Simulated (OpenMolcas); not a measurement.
# W³⁺ among point charges: CASSCF and CASPT2 levels and susceptibility

How does a field of 4 point charges split the states of W³⁺, and what χT follows?

The numbers are computed with OpenMolcas 26.06 (state-averaged CASSCF and CASPT2, spin-orbit coupling by RASSI with atomic mean-field integrals), except any that are marked as measured or tabulated.

### 1 What is computed

- Species: W³⁺ (tungsten, Z = 74, 71 electrons)
- Basis: ANO-RCC-VDZP [7s6p4d2f1g], 68 functions
- Scalar Hamiltonian: DKH2, point nucleus
- Inactive shells: 1s 2s 2p 3s 3p 3d 4s 4p 4d 4f 5s 5p
- Active space: 3 electrons in 5 orbitals (5d)
- Some configurations of this space: 5d3
- Orbitals: optimised for each spin and parity, averaged over all roots

Outer shells as boxes (Hund's rule):

5d3
```
5d [↑ ][↑ ][↑ ][  ][  ]
```

The ion sits among 4 point charges of -1.25 e arranged as a tetrahedron (Td), 1.92 Å from the ion.

The work runs as a chain of OpenMolcas steps in one folder; each step below is one input file. Labels, J, g values, rates, χT and fits are worked out afterwards by a script from the matrices that RASSI stores.

### 2 Basis and integrals

Input file a.inp:

```
&GATEWAY
Coord
1

W 0.0 0.0 0.0
Basis=ANO-RCC-VDZP
Group=NoSym
NoMove
AngMom=0.0 0.0 0.0
AMFI
XField
4 Angstrom 0
1.108513 1.108513 1.108513 -1.250000
1.108513 -1.108513 -1.108513 -1.250000
-1.108513 1.108513 -1.108513 -1.250000
-1.108513 -1.108513 1.108513 -1.250000
&SEWARD
```

The run is started by

```console
$ OMP_NUM_THREADS=1 MOLCAS_MEM=1689 MOLCAS_PROJECT=a pymolcas a.inp > a.log
```

The program printed:

```text
Basis set label: W.ANO-RCC...7S6P4D2F1G.

      Electronic valence basis set:
      ------------------
      Associated Effective Charge  74.000000 au
      Associated Actual Charge     74.000000 au
      Nuclear Model: Point charge

      Shell  nPrim  nBasis  Cartesian Spherical Contaminant
         s      24       7        X
         p      21       6        X
         d      15       4                 X
         f      11       2                 X
         g       4       1                 X
                  Relativistic Douglas-Kroll-Hess integrals:
                    - DKH order of Hamiltonian: 2
                    - DKH order of Properties : 0
                  Atomic mean-field integrals
```

### 3 Reference wave functions, quartets, 10 roots

Input file a.inp:

```
&RASSCF
FileOrb=start.orb
Symmetry=1
Spin=4
nActEl=3 0 0
Inactive=34
Ras2=5
CIRoot=10 10 1
SDav=10
CIMx=300
Iter=120 100
PrWF=0.3
OrbListing=Nothing
MaxOrb=0
>>> COPY $Project.JobIph JOB001
```

start.orb holds the contracted functions of the basis, ordered by shell, or the orbitals of the step before.

The program printed, cut to the lines that bear on the results:

```text
[...]
      Number of active orbitals                  5
[...]
      Spin quantum number                      1.5
[...]
      Active orbitals                            5
[...]
      Number of CSFs                            10
      Number of root(s) required                10
[...]
      Convergence after 11 iterations
[...]
      Natural orbitals and occupation numbers for root  1
      sym 1:   0.041053   0.041053   0.958947   0.958947   1.000000
      Natural orbitals and occupation numbers for root  2
      sym 1:   0.977660   0.022340   0.977660   0.022340   1.000000
      Natural orbitals and occupation numbers for root  3
      sym 1:   0.007750   0.992250   1.000000   0.007750   0.992250
::    RASSCF root number  1 Total energy: -16129.84065050
::    RASSCF root number  2 Total energy: -16129.84065050
::    RASSCF root number  3 Total energy: -16129.84065050
[...]
::    RASSCF root number  7 Total energy: -16129.80271601
::    RASSCF root number  8 Total energy: -16129.77837732
::    RASSCF root number  9 Total energy: -16129.77837732
::    RASSCF root number 10 Total energy: -16129.77837732
```

### 4 Reference wave functions, doublets, 40 roots

Input file a.inp:

```
&RASSCF
FileOrb=start.orb
Symmetry=1
Spin=2
nActEl=3 0 0
Inactive=34
Ras2=5
CIRoot=40 40 1
SDav=40
CIMx=300
Iter=120 100
PrWF=0.3
OrbListing=Nothing
MaxOrb=0
>>> COPY $Project.JobIph JOB002
```

The program printed, cut to the lines that bear on the results:

```text
[...]
      Number of active orbitals                  5
[...]
      Spin quantum number                      0.5
[...]
      Active orbitals                            5
[...]
      Number of CSFs                            40
      Number of root(s) required                40
[...]
      Convergence after  9 iterations
[...]
      Natural orbitals and occupation numbers for root  1
      sym 1:   0.030957   0.071323   0.985551   0.068088   1.844082
      Natural orbitals and occupation numbers for root  2
      sym 1:   0.082621   0.042255   1.844082   0.045491   0.985551
      Natural orbitals and occupation numbers for root  3
      sym 1:   0.174167   0.143915   0.962351   0.748794   0.970773
::    RASSCF root number  1 Total energy: -16129.80031820
::    RASSCF root number  2 Total energy: -16129.80031820
::    RASSCF root number  3 Total energy: -16129.78459395
[...]
::    RASSCF root number 27 Total energy: -16129.73788940
::    RASSCF root number 28 Total energy: -16129.73788940
::    RASSCF root number 29 Total energy: -16129.71248480
::    RASSCF root number 30 Total energy: -16129.71248480
```

### 5 RASSI: spin-orbit coupling between the states

Input file a.inp:

```
&RASSI
NrOfJobIphs=2 10 40
1 2 3 4 5 6 7 8 9 10
1 2 3 4 5 6 7 8 9 10 11 12 13 14 15 16 17 18 19 20 21 22 23 24 25 26 27
28 29 30 31 32 33 34 35 36 37 38 39 40
IphNames
JOB001
JOB002
EJob
SpinOrbit
DIPRint=1.0
SOCoupling=1000.0
Subsets=2
Property=9
'ANGMOM' 1 'ANGMOM' 2 'ANGMOM' 3 'MLTPL  1' 1 'MLTPL  1' 2 'MLTPL  1' 3
'AMFI' 1 'AMFI' 2 'AMFI' 3
SOProperty=3
'ANGMOM' 1 'ANGMOM' 2 'ANGMOM' 3
```

The program printed, cut to the lines that bear on the results:

```text
SPIN-FREE ENERGIES:
  (Shifted by EMIN (a.u.) =     -16129.8406504961)
 SF State       Relative EMIN(au)   Rel lowest level(eV)    D:o, cm**(-1)      L_eff
     1             0.0000000000        0.0000000000              0.0000         2.9
     2             0.0000000000        0.0000000000              0.0000         2.9
     3             0.0000000000        0.0000000000              0.0000         2.9
     4             0.0178479978        0.4856687616           3917.1827         2.9
     5             0.0178479978        0.4856687616           3917.1827         2.9
     6             0.0178479978        0.4856687616           3917.1827         2.9
     7             0.0379344873        1.0322499871           8325.6576         2.9
    11             0.0403322943        1.0974976371           8851.9154         3.9
    12             0.0403322943        1.0974976371           8851.9154         3.9
    13             0.0560565507        1.5253764539          12302.9908         4.3
[...]
Eigenvalues of complex Hamiltonian:
   -----------------------------------
  (Shifted by EMIN (a.u.) =     -16129.8406504961)
 SO State       Relative EMIN(au)   Rel lowest level(eV)    D:o, cm**(-1)     J-value
     1            -0.0271354211        0.0000000000              0.0000         1.1
     2            -0.0271354211        0.0000000001              0.0000         1.6
     3            -0.0271354211        0.0000000001              0.0000         1.6
     4            -0.0271354211        0.0000000000              0.0000         1.2
     5            -0.0142257571        0.3512898539           2833.3438         2.0
     6            -0.0142257571        0.3512898539           2833.3438         2.0
     7            -0.0062377275        0.5686552108           4586.5136         2.0
     8            -0.0062377275        0.5686552109           4586.5136         2.4
     9            -0.0062377275        0.5686552108           4586.5136         2.0
    10            -0.0062377275        0.5686552109           4586.5136         2.4
    11             0.0060451026        0.9028880455           7282.2832         3.0
[...]
```

These steps: 14 s of run time, 1 thread, shared host.

Spin-free states, with their symmetry labels:

| state | degeneracy | E (cm-1) | free-ion L (%) |
| --- | --- | --- | --- |
| 4T1 | 3 | 0 | F (98) |
| 4T2 | 3 | 3917 | F (100) |
| 4A2 | 1 | 8326 | F (100) |
| 2E | 2 | 8852 | G (50) |
| 2T1 | 3 | 12303 | G (61) |
| 2T2 | 3 | 12675 | G (80) |
| 4T1 | 3 | 13667 | P (98) |
| 2A1 | 1 | 14879 | G (100) |
| 2T1 | 3 | 15908 | P (65) |
| 2T2 | 3 | 17734 | H (67) |
| 2T1 | 3 | 18509 | H (69) |
| 2E | 2 | 19017 | H (59) |
| 2T1 | 3 | 21268 | H (62) |
| 2T2 | 3 | 21743 | D (71) |
| 2E | 2 | 22553 | G (45) |
| 2T2 | 3 | 28129 | F (96) |
| 2A2 | 1 | 28516 | F (100) |
| 2T1 | 3 | 28569 | F (91) |
| 2E | 2 | 43813 | D (99) |
| 2T2 | 3 | 43822 | D (95) |

With spin-orbit coupling:

```csv
E (cm-1),Degeneracy,Label,2S+1,g
0.0,4,Γ8,4,
2833,2,Γ7,4,1.93 1.93 1.93
4587,4,Γ8,4,
7282,2,Γ6,4,1.24 1.24 1.24
7701,4,Γ8,4,
8276,2,Γ7,4,3.72 3.72 3.72
9855,2,Γ6,4,0.56 0.56 0.56
10140,4,Γ8,4,
12788,4,Γ8,2,
13925,4,Γ8,4,
14935,2,Γ6,4,2.27 2.27 2.27
15915,4,Γ8,2,
17053,2,Γ6,2,0.01 0.01 0.01
17154,2,Γ7,2,2.37 2.37 2.37
17766,4,Γ8,2,
19525,2,Γ6,2,1.46 1.46 1.46
19946,4,Γ8,4,
19966,2,Γ7,4,2.49 2.49 2.49
20936,4,Γ8,2,
22980,4,Γ8,2,
23132,2,Γ6,2,0.99 0.99 0.99
24460,4,Γ8,2,
25011,2,Γ6,2,2.95 2.95 2.95
25218,2,Γ7,2,3.35 3.35 3.35
```

Principal g values are given for doublets only; a zero marks a field direction without first-order Zeeman splitting.

Powder χT (cm³ K/mol): 0.10 at 2 K, 0.10 at 5 K, 0.10 at 10 K, 0.10 at 20 K, 0.10 at 50 K, 0.11 at 100 K, 0.12 at 150 K, 0.13 at 200 K, 0.14 at 250 K, 0.14 at 300 K.

A ligand-field fit to the states below 45000 cm-1 gives 10Dq = -4666 cm-1, B = 681 cm-1 and C = 2931 cm-1 (C/B = 4.30), with a deviation of 239 cm-1.

Orbitals of the lowest block (energies include the constant potential of the surroundings):

| shell | space | energy (hartree) | mean occupation | ⟨r²⟩ (bohr²) |
| --- | --- | --- | --- | --- |
| 1s | inactive | -2563.3285 | 2.000 | 0.000431 |
| 2s | inactive | -447.6751 | 2.000 | 0.00704 |
| 2p | inactive | -393.0144 | 6.000 | 0.00582 |
| 3s | inactive | -105.1824 | 2.000 | 0.0460 |
| 3p | inactive | -88.5935 | 6.000 | 0.0466 |
| 3d | inactive | -68.7192 | 10.000 | 0.0390 |
| 4s | inactive | -22.6730 | 2.000 | 0.229 |
| 4p | inactive | -17.1028 | 6.000 | 0.259 |
| 4d | inactive | -9.7528 | 10.000 | 0.304 |
| 4f | inactive | -1.5716 | 14.000 | 0.444 |
| 5s | inactive | -3.1632 | 2.000 | 1.31 |
| 5p | inactive | -1.6530 | 6.000 | 1.75 |
| 5d | RAS2 |  | 3.000 | 4.12 |

### 6 CASPT2: IPEA 0.25, imaginary shift 0.1 (closed shells correlated: 4f 5s 5p)

Input file a.inp:

```
>>> COPY JOB001 $Project.JobIph
&CASPT2
Multistate=10 1 2 3 4 5 6 7 8 9 10
NoMult
Frozen=23
IPEA=0.25
Imaginary=0.1
MaxIter=60
WThr=0.0 0.3 0.05
PrWF=0.5
NoMix
>>> COPY JOB002 $Project.JobIph
&CASPT2
Multistate=40 1 2 3 4 5 6 7 8 9 10 11 12 13 14 15 16 17 18 19 20 21 22
23 24 25 26 27 28 29 30 31 32 33 34 35 36 37 38 39 40
NoMult
Frozen=23
IPEA=0.25
Imaginary=0.1
MaxIter=60
WThr=0.0 0.3 0.05
PrWF=0.5
NoMix
```

The program printed:

```text
Orbital specifications:
      -----------------------

      Symmetry species                           1
                                                 a
      Frozen orbitals                           23
      Inactive orbitals                         11
      Active orbitals                            5
      Secondary orbitals                        29
      Deleted orbitals                           0
      Number of basis functions                 68
Type of calculation                        SS-CASPT2
      Fock operator                              state-specific
      IPEA shift                                 0.25
      Real shift                                 0.00
      Imaginary shift                            0.10
      The input orbitals will be transformed to quasi-canonical
Reference energy:      -16129.8406504961
      E2 (Non-variational):      -0.7754025255
      Shift correction:          -0.0001312766
      E2 (Variational):          -0.7755338021
      Total energy:          -16130.6161842982
      Residual norm:              0.0000005284
      Reference weight:           0.92271
      Contributions to the CASPT2 correlation energy
      Active & Virtual Only:         -0.0090431602
      One Inactive Excited:          -0.1110252857
      Two Inactive Excited:          -0.6553340796
Reference energy:      -16129.8406504961
      E2 (Non-variational):      -0.7752035863
      Shift correction:          -0.0001297340
      E2 (Variational):          -0.7753333203
      Total energy:          -16130.6159838164
      Residual norm:              0.0000004392
      Reference weight:           0.92285
      Contributions to the CASPT2 correlation energy
      Active & Virtual Only:         -0.0089481035
      One Inactive Excited:          -0.1109726805
      Two Inactive Excited:          -0.6552828023
::    CASPT2 Root  1     Total energy: -16130.61618430
::    CASPT2 Root  2     Total energy: -16130.61598382
::    CASPT2 Root  3     Total energy: -16130.61585710
::    CASPT2 Root  4     Total energy: -16130.59936662
::    CASPT2 Root  5     Total energy: -16130.59954936
::    CASPT2 Root  6     Total energy: -16130.59853117
::    CASPT2 Root  7     Total energy: -16130.57790594
::    CASPT2 Root  8     Total energy: -16130.56013157
::    CASPT2 Root  9     Total energy: -16130.56071666
::    CASPT2 Root 10     Total energy: -16130.56073117
Orbital specifications:
      -----------------------

      Symmetry species                           1
                                                 a
      Frozen orbitals                           23
      Inactive orbitals                         11
      Active orbitals                            5
      Secondary orbitals                        29
      Deleted orbitals                           0
      Number of basis functions                 68
Type of calculation                        SS-CASPT2
      Fock operator                              state-specific
      IPEA shift                                 0.25
      Real shift                                 0.00
      Imaginary shift                            0.10
      The input orbitals will be transformed to quasi-canonical
Reference energy:      -16129.8003182018
      E2 (Non-variational):      -0.7768847855
      Shift correction:          -0.0001958941
      E2 (Variational):          -0.7770806796
      Total energy:          -16130.5773988814
      Residual norm:              0.0000001035
      Reference weight:           0.92090
      Contributions to the CASPT2 correlation energy
      Active & Virtual Only:         -0.0122643908
      One Inactive Excited:          -0.1080036525
      Two Inactive Excited:          -0.6566167422
Reference energy:      -16129.8003182018
      E2 (Non-variational):      -0.7765481717
      Shift correction:          -0.0001411499
      E2 (Variational):          -0.7766893215
      Total energy:          -16130.5770075234
      Residual norm:              0.0000000986
      Reference weight:           0.92209
      Contributions to the CASPT2 correlation energy
      Active & Virtual Only:         -0.0119221755
      One Inactive Excited:          -0.1080095285
      Two Inactive Excited:          -0.6566164677
::    CASPT2 Root  1     Total energy: -16130.57739888
::    CASPT2 Root  2     Total energy: -16130.57700752
::    CASPT2 Root  3     Total energy: -16130.56408692
::    CASPT2 Root  4     Total energy: -16130.56397319
::    CASPT2 Root  5     Total energy: -16130.56403897
::    CASPT2 Root  6     Total energy: -16130.56409492
::    CASPT2 Root  7     Total energy: -16130.56491548
::    CASPT2 Root  8     Total energy: -16130.56481227
::    CASPT2 Root  9     Total energy: -16130.55456740
::    CASPT2 Root 10     Total energy: -16130.55747164
::    CASPT2 Root 11     Total energy: -16130.55729987
::    CASPT2 Root 12     Total energy: -16130.55741811
::    CASPT2 Root 13     Total energy: -16130.54146071
::    CASPT2 Root 14     Total energy: -16130.54149988
::    CASPT2 Root 15     Total energy: -16130.54147940
::    CASPT2 Root 16     Total energy: -16130.53903014
::    CASPT2 Root 17     Total energy: -16130.53895592
::    CASPT2 Root 18     Total energy: -16130.53850164
::    CASPT2 Root 19     Total energy: -16130.53624893
::    CASPT2 Root 20     Total energy: -16130.53613986
::    CASPT2 Root 21     Total energy: -16130.52513094
::    CASPT2 Root 22     Total energy: -16130.52519642
::    CASPT2 Root 23     Total energy: -16130.52513370
::    CASPT2 Root 24     Total energy: -16130.52866124
::    CASPT2 Root 25     Total energy: -16130.52856493
::    CASPT2 Root 26     Total energy: -16130.52859498
::    CASPT2 Root 27     Total energy: -16130.52307111
::    CASPT2 Root 28     Total energy: -16130.52326402
::    CASPT2 Root 29     Total energy: -16130.50284557
::    CASPT2 Root 30     Total energy: -16130.50296461
```

This run: 20 s of run time, 1 thread, shared host.

SS-CASPT2: lowest energy less the reference's lowest, -0.7754 hartree; reference weights 0.902 to 0.923.

States without spin-orbit coupling:

| state | degeneracy | E (cm-1) | free-ion L (%) |
| --- | --- | --- | --- |
| 4T1 | 3 | 0 | F (98) |
| 4T2 | 3 | 3700 | F (100) |
| 4A2 | 1 | 8363 | F (100) |
| 2E | 2 | 8517 | G (50) |
| 2T2 | 3 | 11281 | G (80) |
| 2T1 | 3 | 11407 | G (61) |
| 4T1 | 3 | 12177 | P (98) |
| 2T1 | 3 | 12864 | P (65) |
| 2A1 | 1 | 13485 | G (100) |
| 2T2 | 3 | 16357 | H (67) |
| 2T1 | 3 | 16939 | H (69) |
| 2E | 2 | 17517 | H (59) |
| 2T2 | 3 | 19182 | D (71) |
| 2T1 | 3 | 19940 | H (62) |
| 2E | 2 | 20376 | G (45) |
| 2T2 | 3 | 24828 | F (96) |
| 2T1 | 3 | 25205 | F (91) |
| 2A2 | 1 | 25306 | F (100) |
| 2E | 2 | 38992 | D (99) |
| 2T2 | 3 | 39052 | D (95) |

With spin-orbit coupling:

| E (cm-1) | Degeneracy | Label | 2S+1 | g |
| --- | --- | --- | --- | --- |
| 0 | 4 | Γ8 | 4 |  |
| 2960 | 2 | Γ7 | 4 | 1.94 1.94 1.94 |
| 4650 | 4 | Γ8 | 4 |  |
| 7320 | 2 | Γ6 | 4 | 1.12 1.12 1.12 |
| 7640 | 4 | Γ8 | 4 |  |
| 8140 | 2 | Γ7 | 4 | 3.68 3.68 3.68 |
| 9690 | 2 | Γ6 | 4 | 0.66 0.66 0.66 |
| 9840 | 4 | Γ8 | 4 |  |
| 12030 | 4 | Γ8 | 4 |  |
| 12880 | 4 | Γ8 | 2 |  |
| 13140 | 2 | Γ6 | 4 | 2.13 2.13 2.13 |
| 15530 | 4 | Γ8 | 2 |  |
| 16070 | 2 | Γ7 | 2 | 2.44 2.44 2.44 |
| 16390 | 2 | Γ6 | 2 | 0.06 0.06 0.06 |
| 17150 | 4 | Γ8 | 2 |  |
| 18160 | 2 | Γ6 | 2 | 1.41 1.41 1.41 |
| 18620 | 2 | Γ7 | 4 | 2.48 2.48 2.48 |
| 18660 | 4 | Γ8 | 4 |  |
| 19860 | 4 |  | 2 |  |
| 21150 | 2 | Γ6 | 2 | 1.17 1.17 1.17 |
| 21490 | 4 | Γ8 | 2 |  |
| 23000 | 4 | Γ8 | 2 |  |
| 23700 | 2 | Γ6 | 2 | 2.98 2.98 2.98 |
| 23850 | 4 |  | 2 |  |

Powder χT (cm³ K/mol): 0.09 at 2 K, 0.09 at 5 K, 0.09 at 10 K, 0.10 at 20 K, 0.10 at 50 K, 0.11 at 100 K, 0.12 at 150 K, 0.12 at 200 K, 0.13 at 250 K, 0.14 at 300 K.

A ligand-field fit to the states below 45000 cm-1 gives 10Dq = -4416 cm-1, B = 578 cm-1 and C = 2689 cm-1 (C/B = 4.65), with a deviation of 400 cm-1.

### 7 The methods side by side

A. CASSCF
B. SS-CASPT2, IPEA 0.25, imaginary shift 0.1 (closed shells correlated: 4f 5s 5p)

```
method  ground state  first state of that spin (cm-1)  first gap with spin-orbit (cm-1)  χT at 300 K
     A           4T1                         4T2 3917                            2833.3         0.14
     B           4T1                         4T2 3700                            2963.3         0.14
```

### 8 Outcome

| quantity | value |
| --- | --- |
| method | SS-CASPT2, IPEA 0.25, imaginary shift 0.1 (closed shells correlated: 4f 5s 5p) |
| spin-free ground state | 4T1, 3-fold in its orbital part |
| first state of the same spin within the active space | 4T2 at 3700 cm⁻¹ |
| lowest level | 4-fold Γ8 |
| next level | 2963.3 cm⁻¹ |
| χT at 300 K | 0.14 cm³ K/mol |
| effective moment at 300 K | 1.05 μB |

Cost by method:

```
                                                 method  time of its own steps  time with the reference
                                              A. CASSCF                   14 s                     14 s
B. SS-CASPT2, IPEA 0.25, imaginary shift 0.1, +4f 5s 5p                   20 s                     34 s
```

Times are of one thread on a shared host.

**Reading.** The spin-free ground state (4T1) comes to 98 % from free-ion F terms and keeps the highest spin of the shell. χT at 300 K is 0.14, against 1.88 cm³ K/mol for the spin alone, so spin-orbit coupling lowers it. A ligand-field fit to the states below 45000 cm-1 gives 10Dq = -4416 cm-1, B = 578 cm-1 and C = 2689 cm-1 (C/B = 4.65), with a deviation of 400 cm-1. CASPT2 does not keep the components of a term degenerate, and the means are used. The field of point charges can differ much from that of real complexes. Point charges carry no covalency, so the field is a model and not that of real ligands.
